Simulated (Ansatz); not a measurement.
**GaP2H (singlet): wave-function methods side by side at a displaced geometry (v2), cc-pVDZ**

The task here is to estimate one member of a computed series from the others.

Method: cc-pVDZ, core rule «outside noble gas», up to 24 orbitals frozen; program: Ansatz 0.2.0, Gaussian basis.

Plan: UHF; CCSD(T) on RHF; CCSD(T) on UHF; BCCD(T) on RHF; CISD; CCSDT(Q) on RHF; CCSDT(Q) on UHF.

23 further runs of the same task are left out: 5 for a known fault of the program, 7 that didn't finish, 11 set aside as unsound or not needed.

### What is computed

The geometry is a PBE0/def2-TZVP stationary point (not a proven minimum) with its atoms shifted at random (size 0.100 Å). No spin-orbit coupling is included. The filled d shell of Ga may be among the frozen orbitals whatever the setting's name suggests; the logs give the count.

4 atoms, charge 0, spin multiplicity 1.

Atoms are counted from 1 here; the program's logs count them from 0.

Bond lengths: Ga1–P2 2.529 Å, Ga1–P3 2.604 Å, P2–P3 2.047 Å, P3–H4 1.425 Å. Angles: P2–Ga1–P3 47.0°, Ga1–P2–P3 68.4°, Ga1–P3–P2 64.6°, Ga1–P3–H4 171.4°, P2–P3–H4 108.8°.

Set-up of the first run:

in.yaml reads:

```yaml
crystal:
  periodic: [false, false, false]
  atoms:
    - {symbol: Ga, position_ang: [0.059132, -0.072297, 1.123665]}
    - {symbol: P, position_ang: [-0.105742, 1.116860, -1.102059]}
    - {symbol: P, position_ang: [-0.029122, -0.914684, -1.338520]}
    - {symbol: H, position_ang: [0.053987, -1.211817, -2.729732]}
basis:
  gaussian: {orbitals: cc-pVDZ}
magnetization: {spin_polarized: true, initial_magnetization: 0}
hamiltonian: {xc: hf}
output: {orbitals: {seedname: orbitals}}
```

On the command line:

```
ansatz run in.yaml --threads 1 --pin off --events-out ev --progress --plain --max-ram 2393MiB
```

Steps of the session up to this table: UHF; CCSD(T) on RHF; CCSD(T) on UHF; BCCD(T) on RHF; CISD; CCSDT(Q) on RHF; CCSDT(Q) on UHF.

One table of the session follows, with a row left open; its other results are not shown here.

It belongs to the step «Misses and costs». 

```
   method  from RCCSDT(Q) (kcal/mol)
      RHF                    +209.89
      UHF                          ?
     RMP2                     +33.52
    RCCSD                     +11.86
 RCCSD(T)                      +1.72
  BCCD(T)                      +1.66
   RCCSDT                      +1.07
RCCSDT(Q)                          0
```

Q: Estimate the row for UHF from the others.

The run gave: from RCCSDT(Q) (kcal/mol): +207.99. In the column «from RCCSDT(Q) (kcal/mol)» it lies between RMP2 (+33.52) and RHF (+209.89).

Not comparable, so not listed: CCSD(T) on UHF; CCSDT(Q) on UHF (they don't share determinant, frozen orbitals or solution with the rows shown, or repeat one).

Caveats from the session: Warnings: restricted reference is unstable; spin contamination.
